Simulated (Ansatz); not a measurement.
# GaP: the cost of one run

Program: Ansatz 0.2.0. Level of theory: DFT LDA, frozen-core PAW, scalar-relativistic unless said. These are calculated values, not measurements.

## 1. The starting structure

Symmetry: F-43m, No. 216, cubic system. The conventional cell has a = 5.451 Å, b = 5.451 Å, c = 5.451 Å, α = 90.00°, β = 90.00°, γ = 90.00°. Ga (site symmetry -43m) is surrounded by 4 P at 2.36 Å. P (site symmetry -43m) has 4 Ga at 2.36 Å as nearest neighbours.

Structure file:

```cif
data_structure
_symmetry_space_group_name_H-M 'F-43m'
_symmetry_Int_Tables_number 216
_cell_length_a 5.4505
_cell_length_b 5.4505
_cell_length_c 5.4505
_cell_angle_alpha 90.000
_cell_angle_beta 90.000
_cell_angle_gamma 90.000
_cell_volume 161.92
loop_
_atom_site_label
_atom_site_type_symbol
_atom_site_symmetry_multiplicity
_atom_site_Wyckoff_symbol
_atom_site_fract_x
_atom_site_fract_y
_atom_site_fract_z
_atom_site_occupancy
Ga1 Ga 4 a 0.00000 0.00000 0.00000 1
P1 P 4 c 0.25000 0.25000 0.25000 1
```

Cartesian axes are those of the input's lattice vectors. The structure goes back to a database entry.

## 2. Cell and atoms relaxed, PAW

The input, input.yaml:

```yaml
crystal:
  lattice:
    - [0.0, 2.72525, 2.72525]
    - [2.72525, 0.0, 2.72525]
    - [2.72525, 2.72525, 0.0]
  atoms:
    - { symbol: Ga, position: [0.0, 0.0, 0.0] }
    - { symbol: P, position: [0.75, 0.75, 0.75] }
kpoints:
  mp_grid: { grid: [16, 16, 16] }
scf:
  occupations: { method: fermi_dirac, width: 0.08 }
hamiltonian:
  xc: lda
  pseudopotentials: { kind: paw }
relax:
  f_tol: 0.002
  max_steps: 80
  cell: {}
output:
  forces: true
  stress: true
```

Launch:

```
$ ansatz run input.yaml --threads 1 --pin off --max-ram 3072MiB --backend cpu --events-out ev --progress --plain --runs-dir out
```

**Question.** How long does this run take on 1 thread of Intel Xeon Platinum 8488C (Sapphire Rapids), shared host, and how much memory does it need?

About 45 s, with a peak of 0.44 GiB.
